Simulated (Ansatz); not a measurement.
**Nudged elastic band run: Al₁₆AsO₂₄**

Input file:

```yaml
crystal:
  lattice:
    - [-4.758971, -2.747593, 4.332163]
    - [4.758971, -2.747593, 4.332163]
    - [0.0, 5.495186, 4.332163]
  atoms:
    - { symbol: Al, position: [0.62961506, 0.64076938, 0.63809251] }
    - { symbol: Al, position: [0.85584439, 0.82139942, 0.7921528] }
    - { symbol: Al, position: [0.35078694, 0.35430108, 0.35719364] }
    - { symbol: Al, position: [0.14880454, 0.15207245, 0.16331045] }
    - { symbol: O, position: [0.24754152, 0.39920053, 0.59655627] }
    - { symbol: O, position: [0.40639299, 0.59417547, 0.25025161] }
    - { symbol: O, position: [0.5966655, 0.25139819, 0.40237319] }
    - { symbol: O, position: [0.74565203, 0.59236607, 0.41052552] }
    - { symbol: O, position: [0.57656671, 0.41419088, 0.7394225] }
    - { symbol: O, position: [0.40180536, 0.74746755, 0.59265651] }
    - { symbol: Al, position: [0.14264808, 0.14609113, 0.63931908] }
    - { symbol: Al, position: [0.34325348, 0.35169417, 0.8534092] }
    - { symbol: Al, position: [0.85714537, 0.84950243, 0.36376347] }
    - { symbol: Al, position: [0.65151, 0.64722643, 0.15121098] }
    - { symbol: O, position: [0.73020837, 0.90388066, 0.59187103] }
    - { symbol: O, position: [0.94016311, 0.093416, 0.33604262] }
    - { symbol: O, position: [0.10528972, 0.74205323, 0.40224315] }
    - { symbol: O, position: [0.27304599, 0.09843388, 0.4048284] }
    - { symbol: O, position: [0.10807688, 0.89359778, 0.71436813] }
    - { symbol: O, position: [0.89242848, 0.25592755, 0.61875952] }
    - { symbol: Al, position: [0.15729119, 0.63881545, 0.15416822] }
    - { symbol: Al, position: [0.35124294, 0.85174045, 0.35239853] }
    - { symbol: Al, position: [0.84212334, 0.3635963, 0.85513066] }
    - { symbol: Al, position: [0.63457244, 0.15613573, 0.64707228] }
    - { symbol: O, position: [0.75247025, 0.39985225, 0.10697995] }
    - { symbol: O, position: [0.9086677, 0.58807023, 0.7347236] }
    - { symbol: O, position: [0.09418514, 0.26714863, 0.90474129], spin: 0.07 }
    - { symbol: O, position: [0.24738818, 0.60093701, 0.90235683] }
    - { symbol: O, position: [0.09896514, 0.40106766, 0.26139326] }
    - { symbol: O, position: [0.91008314, 0.71820111, 0.13040556] }
    - { symbol: Al, position: [0.62093297, 0.15551589, 0.15757596] }
    - { symbol: Al, position: [0.85507764, 0.34886167, 0.36460671] }
    - { symbol: Al, position: [0.35274155, 0.85031988, 0.84963361] }
    - { symbol: Al, position: [0.16070006, 0.64166809, 0.64067004] }
    - { symbol: O, position: [0.25614943, 0.90155252, 0.09724413] }
    - { symbol: O, position: [0.39196922, 0.09695499, 0.75119248] }
    - { symbol: O, position: [0.60001382, 0.7404906, 0.89806898] }
    - { symbol: O, position: [0.69176456, 0.15094061, 0.89877624], spin: 0.08 }
    - { symbol: O, position: [0.59407182, 0.89914814, 0.2531267] }
    - { symbol: O, position: [0.38983012, 0.25927827, 0.10093053] }
    - { symbol: As, position: [0.89945864, 0.99736725, 0.01449899], spin: 0.15 }
magnetization:
  spin_polarized: true
basis:
  ecutwfc: 420.0
kpoints:
  mp_grid: { grid: [2, 2, 2] }
hamiltonian:
  xc: lda
  pseudopotentials: { kind: paw, azcp: { folder: soft_1 } }
scf:
  occupations: { method: gaussian, width: 0.02 }
  lower_state_search: "off"
neb:
  images: 5
  f_tol: 0.05
  initial_path: idpp
  max_iterations: 37
  final_atoms:
    - { symbol: Al, position: [0.64511186, 0.63548148, 0.65103104] }
    - { symbol: Al, position: [0.87919842, 0.84259882, 0.84443394] }
    - { symbol: Al, position: [0.3394772, 0.35937121, 0.35824911] }
    - { symbol: Al, position: [0.14738478, 0.15047904, 0.14950563] }
    - { symbol: O, position: [0.25263337, 0.40345736, 0.60072628] }
    - { symbol: O, position: [0.39472759, 0.59783324, 0.25789608] }
    - { symbol: O, position: [0.59156277, 0.2651959, 0.41175604] }
    - { symbol: O, position: [0.75449918, 0.58937882, 0.4074819] }
    - { symbol: O, position: [0.60781494, 0.38127483, 0.74380057] }
    - { symbol: O, position: [0.40117266, 0.73858866, 0.59883219] }
    - { symbol: Al, position: [0.1569728, 0.14664043, 0.64829393] }
    - { symbol: Al, position: [0.35763882, 0.36093825, 0.85376624] }
    - { symbol: Al, position: [0.84865403, 0.84877728, 0.3525894] }
    - { symbol: Al, position: [0.64293441, 0.63608182, 0.15042733] }
    - { symbol: O, position: [0.74765597, 0.89299309, 0.60004461] }
    - { symbol: O, position: [0.90007728, 0.10195742, 0.25932077] }
    - { symbol: O, position: [0.09371599, 0.74977343, 0.40575259] }
    - { symbol: O, position: [0.25283827, 0.09770608, 0.39896424] }
    - { symbol: O, position: [0.1102668, 0.89915696, 0.74058614] }
    - { symbol: O, position: [0.9235711, 0.2604234, 0.58574923] }
    - { symbol: Al, position: [0.14885952, 0.64753202, 0.14816378] }
    - { symbol: Al, position: [0.34279417, 0.84584163, 0.36114773] }
    - { symbol: Al, position: [0.86560629, 0.35291414, 0.84368187] }
    - { symbol: Al, position: [0.65813626, 0.1448174, 0.63638593] }
    - { symbol: O, position: [0.77002569, 0.4081783, 0.09592473] }
    - { symbol: O, position: [0.90339749, 0.59769519, 0.74852064] }
    - { symbol: O, position: [0.10823544, 0.24886655, 0.9028984] }
    - { symbol: O, position: [0.22687913, 0.59522038, 0.90142963] }
    - { symbol: O, position: [0.0983231, 0.40727212, 0.25243851] }
    - { symbol: O, position: [0.90613724, 0.74684241, 0.10075096] }
    - { symbol: Al, position: [0.64423994, 0.20802412, 0.17826274] }
    - { symbol: Al, position: [0.87049305, 0.3617732, 0.35915453] }
    - { symbol: Al, position: [0.35123085, 0.836605, 0.84782207] }
    - { symbol: Al, position: [0.14925009, 0.64281477, 0.64564179] }
    - { symbol: O, position: [0.24396004, 0.9028395, 0.09831685] }
    - { symbol: O, position: [0.40614951, 0.09514181, 0.73290956] }
    - { symbol: O, position: [0.55958636, 0.66364623, 0.90660611] }
    - { symbol: O, position: [0.80827826, 0.10124201, 0.84927919] }
    - { symbol: O, position: [0.59008369, 0.86937201, 0.28157095] }
    - { symbol: O, position: [0.39214142, 0.2860142, 0.10620406] }
    - { symbol: As, position: [0.60032143, 0.98522234, 0.0028366] }
  order_check: true
```

Launched with:

```bash
$ ansatz run input.yaml --threads 4 --pin off --max-ram 10240MiB --backend cpu --events-out ev --progress --plain --runs-dir out
```

Output, in part (warnings, iteration lines):

```
NEB end point (image 0): max|allowed force component| = 8.869e-3 eV/Å (the criterion of neb.relax_end_points is 1.000e-2)
NEB end point (image 6): max|allowed force component| = 2.236e-2 eV/Å (the criterion of neb.relax_end_points is 1.000e-2)
NEB iter   1: max|band force component| = 9.771e0 eV/Å  barrier→ = 4.8830 eV  barrier← = 4.8828 eV  Δτ_max = 0.1393 Å  (100 SCF iters)
NEB iter   2: max|band force component| = 2.516e0 eV/Å  barrier→ = 2.6407 eV  barrier← = 2.6405 eV  Δτ_max = 0.0540 Å  (45 SCF iters)
NEB iter   3: max|band force component| = 7.742e-1 eV/Å  barrier→ = 2.2424 eV  barrier← = 2.2422 eV  Δτ_max = 0.0563 Å  (40 SCF iters)
NEB iter   4: max|band force component| = 5.259e-1 eV/Å  barrier→ = 2.0809 eV  barrier← = 2.0807 eV  Δτ_max = 0.0197 Å  (40 SCF iters)
NEB iter   5: max|band force component| = 3.148e-1 eV/Å  barrier→ = 2.0598 eV  barrier← = 2.0596 eV  CI = image 3  Δτ_max = 0.0467 Å  (35 SCF iters)
NEB iter   6: max|band force component| = 2.889e-1 eV/Å  barrier→ = 2.0513 eV  barrier← = 2.0511 eV  CI = image 3  Δτ_max = 0.0150 Å  (39 SCF iters)
NEB iter   7: max|band force component| = 1.703e-1 eV/Å  barrier→ = 2.0388 eV  barrier← = 2.0386 eV  CI = image 3  Δτ_max = 0.0563 Å  (34 SCF iters)
NEB iter   8: max|band force component| = 2.007e-1 eV/Å  barrier→ = 2.0216 eV  barrier← = 2.0214 eV  CI = image 3  Δτ_max = 0.0283 Å  (39 SCF iters)
[... lines left out ...]
Error: NEB band did not converge after 37 iterations: max|band force component| = 1.03e-1 eV/Å (threshold 5.0e-2); raise `neb.max_iterations` in a new run, which can start from the last band evaluated (`neb.initial_path`, with `crystal.atoms` and `neb.final_atoms` set to its first and last images), …
```

It did not converge within its limit. The band didn't meet its force threshold, so its energies are provisional: the largest band force was still 0.10 eV/Å, and over the last iterations the top stayed at 1.73 eV. Limits of this set-up: coarse k mesh, PAW files made for another functional.

Final band (atoms are numbered from 1 in the order of the input):

```
image  path coordinate (Å)  energy (eV)  Al2–O37 (Å)  Al4–As41 (Å)  Al23–As41 (Å)
    0                 0.00         0.00         1.99          2.45           2.73
    1                 0.68         0.39         2.45          2.67           2.83
    2                 1.36         1.23         2.70          3.12           2.98
    3                 2.04         1.73         2.74          3.61           3.20
    4                 3.56         0.11         2.82          3.87           3.60
    5                 5.08         0.28         2.76          3.54           4.11
    6                 6.60         0.00         2.64          3.40           3.36
```

Time of the run: 33 min on 4 threads of Intel(R) Xeon(R) Platinum 8375C CPU @ 2.90GHz (Ice Lake), on a shared host, peak memory 3.1 GiB.
